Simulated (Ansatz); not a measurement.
# SnSe: a tetragonal deformation path

The task here is to estimate one member of a computed series from the others.

Method: DFT LDA, scalar-relativistic, plane waves, PAW, in Ansatz 0.2.0.

## Starting point

Symmetry: Fm-3m, No. 225, cubic system. The conventional cell has a = 6.020 Å, b = 6.020 Å, c = 6.020 Å, α = 90.00°, β = 90.00°, γ = 90.00°. Sn (site symmetry m-3m) has 6 Se at 3.01 Å as nearest neighbours. Around Se (site symmetry m-3m) lie 6 Sn at 3.01 Å.

As a file:

```
Sn Se
1.0
     0.00000    3.01000    3.01000
     3.01000    0.00000    3.01000
     3.01000    3.01000    0.00000
Sn Se
1 1
Direct
  0.00000 0.00000 0.00000
  0.50000 0.50000 0.50000
```

No relaxation comes first: the listed cell is the starting point.

The first run:

Input file input.yaml:

```yaml
crystal:
  lattice:
    - [0.0, 3.01, 3.01]
    - [3.01, 0.0, 3.01]
    - [3.01, 3.01, 0.0]
  atoms:
    - { symbol: Sn, position: [0.0, 0.0, 0.0] }
    - { symbol: Se, position: [0.5, 0.5, 0.5] }
basis:
  ecutwfc: 420
kpoints:
  mp_grid: { grid: [10, 10, 10] }
hamiltonian:
  xc: lda
scf:
  occupations: { method: gaussian, width: 0.05 }
output:
  forces: true
  stress: true
  eigenvalues: true
```

Among the steps run: The undisturbed cell; ρ = 0.707; ρ = 1.414; ρ = 0.850; Point ρ = 1.200; At ρ = 0.780; At ρ = 1.300; Point ρ = 0.920; Point ρ = 1.100.

One of the session's tables, all rows but one given; the rest of the session is left out.

Collected from the runs (energy zero: the undisturbed cell):

```
    ρ  ΔE (meV/atom)  pressure (GPa)  gap on the mesh (eV)
0.707          886.6            11.5                  0.00
0.780          449.9             4.2                  0.00
0.850          193.9             0.2                  0.00
0.920           48.0            -2.3                  0.30
1.000            0.0            -3.3                  0.52
1.100              ?               ?                     ?
1.200          158.6             0.5                  0.00
1.300          295.6             4.1                  0.00
1.414          470.3             8.1                  0.00
```

Estimate the missing values for ρ = 1.100.

Worked estimate for «ΔE (meV/atom)». A straight line through the neighbours (1.000, 0.0) and (1.200, 158.6) gives 0.0 + (158.6 − 0.0) × (1.100 − 1.000) / (1.200 − 1.000) = 79.3; a parabola fitted to 4 rows on both sides gives 48.6.

**Answer.** ΔE (meV/atom): 49.8; pressure (GPa): -2.1; gap on the mesh (eV): 0.13. In «ΔE (meV/atom)» the line misses by +29.5 and the parabola by -1.2.

Where the gap reads zero, the mesh chosen for the insulator is on the coarse side.
